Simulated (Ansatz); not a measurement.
BiTe:

```
Bi Te
1.0
     0.00000    3.23500    3.23500
     3.23500    0.00000    3.23500
     3.23500    3.23500    0.00000
Bi Te
1 1
Direct
  0.00000 0.00000 0.00000
  0.50000 0.50000 0.50000
```

| Item | Value |
| --- | --- |
| Program | Ansatz 0.2.0 |
| Task | relaxation of cell and atoms |
| Functional | PBEsol |
| Potentials or basis | Ansatz PAW |
| Cutoff | 420 eV (not typed: the program's choice for these potentials) |
| k mesh | 7 × 7 × 7 |
| Occupations | fermi-dirac, width 0.05 eV |
| Spin | no spin polarisation |

At the start: volume 33.86 Å³/atom.

Question: Where does the relaxation end?

Answer: It ends after 4 steps and the volume is 32.84 Å³/atom (-3.0 %); space group Fm-3m (No. 225, to 0.05 Å).

Step by step:
| step | energy change (eV) | largest force (eV/Å) | volume (Å³) |
| --- | --- | --- | --- |
| 1 | 0.0000 | 0.0000 | 67.71 |
| 2 | -0.0083 | 0.0000 | 64.62 |
| 3 | -0.0107 | 0.0000 | 65.68 |
| 4 | -0.0104 | 0.0000 | 65.68 |

Final structure:
```
CELL_PARAMETERS angstrom
0.00000 3.20232 3.20232
3.20232 0.00000 3.20232
3.20232 3.20232 0.00000
ATOMIC_POSITIONS crystal
Bi 0.00000 0.00000 0.00000
Te 0.50000 0.50000 0.50000
```

Caveat: the plane-wave basis is chosen anew once the cell has moved, so the energies of steps on either side of that aren't comparable; the PAW data sets come from PBE, with cores solved anew for the run's functional, which leaves a small shift of forces and pressure.
